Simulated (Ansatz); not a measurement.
# BH7OSSi2: up Jacob's ladder to CCSD(T)

Aim: compute BH7OSSi2 with functionals from several rungs and with coupled cluster, and see how far each lands from CCSD(T) at the basis-set limit for the atomisation energy.

The runs use Ansatz 0.2.0, Gaussian basis; functionals in def2-TZVPP, the program's frozen cores in correlated methods.

Levels to be run: LDA (SPW92), PBE-D4, revPBE-D4, BLYP-D4, r2SCAN-D4, B97M-V, PBE0-D4, B3LYP-D4, r2SCANh-D4, r2SCAN0-D4, HSE06-D4, BHLYP-D4, CAM-B3LYP-D4, LC-ωPBE, ωB97X-V, ωB97M-V, B2PLYP, PBE-QIDH; CCSD(T)/def2-SVP; CCSD(T)/def2-TZVPP; MP2/def2-QZVPP; extrapolation to the limit; RPA on PBE.

## Step 1: The geometry

The geometry comes from an earlier relaxation with PBE0-D4 in a triple-zeta def2 set; it is a stationary point, not always the lowest conformer.

12 atoms, charge 0, spin multiplicity 1.

Atoms are counted from 1 here; the program's logs count them from 0.

Bond lengths: Si1–O2 1.637 Å, Si1–H6 1.487 Å, Si1–H7 1.483 Å, Si1–H8 1.487 Å, O2–Si3 1.651 Å, Si3–B4 1.999 Å, Si3–H9 1.492 Å, Si3–H10 1.492 Å, B4–S5 1.760 Å, B4–H11 1.194 Å, S5–H12 1.348 Å. Angles: O2–Si1–H6 110.4°, O2–Si1–H7 107.8°, O2–Si1–H8 110.4°, H6–Si1–H7 109.6°, H6–Si1–H8 109.0°, H7–Si1–H8 109.6°, Si1–O2–Si3 142.0°, O2–Si3–B4 108.2°, O2–Si3–H9 109.1°, O2–Si3–H10 109.1°, B4–Si3–H9 111.6°, B4–Si3–H10 111.6°, H9–Si3–H10 107.3°, Si3–B4–S5 120.4°, Si3–B4–H11 124.4°, S5–B4–H11 115.2°, B4–S5–H12 98.7°.

## Step 2: LDA

This LDA is Slater exchange with PW92 correlation.

Input file in.yaml:

```yaml
crystal:
  periodic: [false, false, false]
  atoms:
    - {symbol: Si, position_ang: [-1.232624, 0.661499, 1.737748]}
    - {symbol: O, position_ang: [-0.384547, 0.140005, 0.438451]}
    - {symbol: Si, position_ang: [1.085497, 0.283331, -0.298925]}
    - {symbol: B, position_ang: [1.087565, -0.885312, -1.921020]}
    - {symbol: S, position_ang: [-0.334609, -1.834272, -2.336942]}
    - {symbol: H, position_ang: [-1.404678, 2.137156, 1.685801]}
    - {symbol: H, position_ang: [-2.562003, 0.003921, 1.705685]}
    - {symbol: H, position_ang: [-0.527233, 0.300375, 2.995543]}
    - {symbol: H, position_ang: [2.154285, -0.112258, 0.664026]}
    - {symbol: H, position_ang: [1.315906, 1.714180, -0.653223]}
    - {symbol: H, position_ang: [2.012758, -1.001006, -2.666962]}
    - {symbol: H, position_ang: [-1.133418, -1.462717, -1.316284]}
basis:
  gaussian: {orbitals: def2-TZVPP}
hamiltonian: {xc: lda}
output: {orbitals: {seedname: orbitals}}
```

Command:

```console
> ansatz run in.yaml --threads 4 --pin off --events-out ev --progress --plain --max-ram 10444MiB
```

Further steps of the session: PBE-D4 (GGA); revPBE-D4 (GGA); BLYP-D4 (GGA); r2SCAN-D4 (meta-GGA); B97M-V (meta-GGA); B3LYP-D4 (hybrid); r2SCANh-D4 (hybrid); r2SCAN0-D4 (hybrid); HSE06-D4 (hybrid); BHLYP-D4 (hybrid); CAM-B3LYP-D4 (range-separated); LC-ωPBE (range-separated); ωB97X-V (range-separated); ωB97M-V (range-separated); B2PLYP (double hybrid); PBE-QIDH (double hybrid); CCSD(T) in def2-SVP; CCSD(T) in def2-TZVPP; MP2 in def2-QZVPP; RPA on PBE orbitals.

Before running them: what should the planned runs give, taken together? Wanted: atomisation energy, CCSD(T)/CBS; farthest beyond LDA; mean size of error, GGA; mean size of error, meta-GGA; mean size of error, hybrid; mean size of error, range-separated; mean size of error, double hybrid; gap, smallest and largest; T1 diagnostic.

**Answer**, as computed:

```
                               quantity                                                           value
        atomisation energy, CCSD(T)/CBS                                                       41.598 eV
    functionals within 0.208 eV (0.5 %)  PBE-D4, r2SCAN-D4, B3LYP-D4, r2SCANh-D4, CAM-B3LYP-D4, ωB97M-V
                    farthest beyond LDA                                           revPBE-D4 (-0.876 eV)
                mean size of error, GGA                                                        0.449 eV
           mean size of error, meta-GGA                                                        0.218 eV
             mean size of error, hybrid                                                        0.352 eV
    mean size of error, range-separated                                                        0.277 eV
      mean size of error, double hybrid                                                        0.530 eV
              gap, smallest and largest                       3.98 eV (LDA (SPW92)), 11.14 eV (LC-ωPBE)
                          T1 diagnostic                                                          0.0142
triples share of the correlation energy                                                           3.7 %
```

**Reading.** The LDA atomisation energy is off by 4.884 eV (12 %): it overbinds. PBE-D4 is off by -0.088 eV. Double hybrids carry the basis error of their MP2 part in triple zeta, and no dispersion term here, so their miss is partly the set-up's. By mean error the best rung here is meta-GGA (0.218 eV) and the worst beyond LDA is double hybrid (0.530 eV). The gap between the best rungs is small, so their order is not settled. Misses under about 0.208 eV are within the doubt on the reference itself, which lacks core-valence correlation, relativity and higher excitations. Hartree-Fock recovers 76 % of the binding; the rest is correlation. CCSD(T) in def2-SVP is off by -2.886 eV, which most functionals beat. The gap grows from 4.0 to 11.1 eV across the functionals, mostly with the share of exact exchange.
